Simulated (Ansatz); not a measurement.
# GeH2Cl2 (SMILES [Cl][GeH2][Cl]): one structure at several levels

The atoms stand at a structure displaced at random from a GFN2-xTB minimum. How far do the functionals agree with CCSD(T) there?

Method: single points in def2-TZVPP; program: Ansatz 0.2.0, Gaussian basis.

Correlated methods freeze the cores. Filled d shells of the heavier atoms are correlated.

## 1. Starting geometry

SMILES `[Cl][GeH2][Cl]`, 5 atoms, charge 0, spin multiplicity 1.

Atoms are counted from 1 here; the program's logs count them from 0.

Bond lengths: Cl1–Ge2 2.002 Å, Ge2–Cl3 2.101 Å, Ge2–H4 1.607 Å, Ge2–H5 1.466 Å. Angles: Cl1–Ge2–Cl3 103.1°, Cl1–Ge2–H4 110.7°, Cl1–Ge2–H5 107.8°, Cl3–Ge2–H4 98.6°, Cl3–Ge2–H5 118.3°, H4–Ge2–H5 117.3°.

Geometry (Å):

```xyz
5
charge 0, multiplicity 1
Cl   -1.6317   -0.2164    0.8613
Ge    0.0799    0.1902   -0.0943
Cl    1.4513   -1.1209    0.8083
H     0.0727   -0.4474   -1.5691
H     0.3234    1.6314    0.0141
```

## 2. CCSD(T)/def2-TZVPP

The input, run/in.yaml:

```yaml
crystal:
  periodic: [false, false, false]
  atoms:
    - {symbol: Cl, position_ang: [-1.631700, -0.216400, 0.861300]}
    - {symbol: Ge, position_ang: [0.079900, 0.190200, -0.094300]}
    - {symbol: Cl, position_ang: [1.451300, -1.120900, 0.808300]}
    - {symbol: H, position_ang: [0.072700, -0.447400, -1.569100]}
    - {symbol: H, position_ang: [0.323400, 1.631400, 0.014100]}
basis:
  gaussian: {orbitals: def2-TZVPP}
correlation: {method: ccsd_t}
output: {forces: true}
```

The command line of these runs was not kept.

## 3. PBE0-D4/def2-TZVPP

Edit run/in.yaml of step 2 so:

```diff
@@ -10,3 +10,3 @@
   gaussian: {orbitals: def2-TZVPP}
-correlation: {method: ccsd_t}
-output: {forces: true}
+hamiltonian: {xc: pbe0, dispersion: d4}
+output: {forces: true, orbitals: {seedname: orbitals}}
```

## 4. wB97M-V/def2-TZVPP

Edit run/in.yaml of step 3 so:

```diff
@@ -10,3 +10,3 @@
   gaussian: {orbitals: def2-TZVPP}
-hamiltonian: {xc: pbe0, dispersion: d4}
-output: {forces: true, orbitals: {seedname: orbitals}}
+hamiltonian: {xc: {name: wB97M-V}}
+output: {forces: true}
```

## 5. r2SCAN-D4/def2-TZVPP

Edit run/in.yaml of step 4 so:

```diff
@@ -10,3 +10,3 @@
   gaussian: {orbitals: def2-TZVPP}
-hamiltonian: {xc: {name: wB97M-V}}
+hamiltonian: {xc: r2scan, dispersion: d4}
 output: {forces: true}
```

## 6. PBE-D4/def2-TZVPP

Edit run/in.yaml of step 5 so:

```diff
@@ -10,3 +10,3 @@
   gaussian: {orbitals: def2-TZVPP}
-hamiltonian: {xc: r2scan, dispersion: d4}
+hamiltonian: {xc: pbe, dispersion: d4}
 output: {forces: true}
```

## 7. r2SCANh-D4/def2-TZVPP

Edit run/in.yaml of step 6 so:

```diff
@@ -10,3 +10,3 @@
   gaussian: {orbitals: def2-TZVPP}
-hamiltonian: {xc: pbe, dispersion: d4}
+hamiltonian: {xc: {name: r2SCANh}, dispersion: d4}
 output: {forces: true}
```

## 8. HSE06-D4/def2-TZVPP

Edit run/in.yaml of step 7 so:

```diff
@@ -10,3 +10,3 @@
   gaussian: {orbitals: def2-TZVPP}
-hamiltonian: {xc: {name: r2SCANh}, dispersion: d4}
+hamiltonian: {xc: hse06, dispersion: d4}
 output: {forces: true}
```

(Steps that only read results are left out.)

**Question.** What will these runs give? Wanted: energy less free atoms, CCSD(T)/def2-TZVPP; RMS force component; RMS force error; HOMO and LUMO, PBE0-D4; T1 diagnostic.

**Answer**, as computed:

```
                                  quantity                                                                                               value
energy less free atoms, CCSD(T)/def2-TZVPP                                                                                      -1258.0 kJ/mol
                       RMS force component                                                                1.375 to 1.465 eV/Å over the methods
                           RMS force error  PBE0-D4 0.085, wB97M-V 0.033, r2SCAN-D4 0.066, PBE-D4 0.146, r2SCANh-D4 0.085, HSE06-D4 0.083 eV/Å
                    HOMO and LUMO, PBE0-D4                                                                                  -8.81 and -0.18 eV
                             T1 diagnostic                                                                                               0.009
```

Against CCSD(T) the functionals' energies less atoms differ by -37.7 to -17.7 kJ/mol, PBE-D4 by -21.5 kJ/mol. A larger basis would deepen the CCSD(T) value, while the functionals are nearly converged already, so the order here is not reliable. For forces wB97M-V does best and PBE-D4 worst. Frozen-core CCSD(T) forces in triple zeta carry basis errors of their own, and this is one geometry, so small gaps rank nothing.
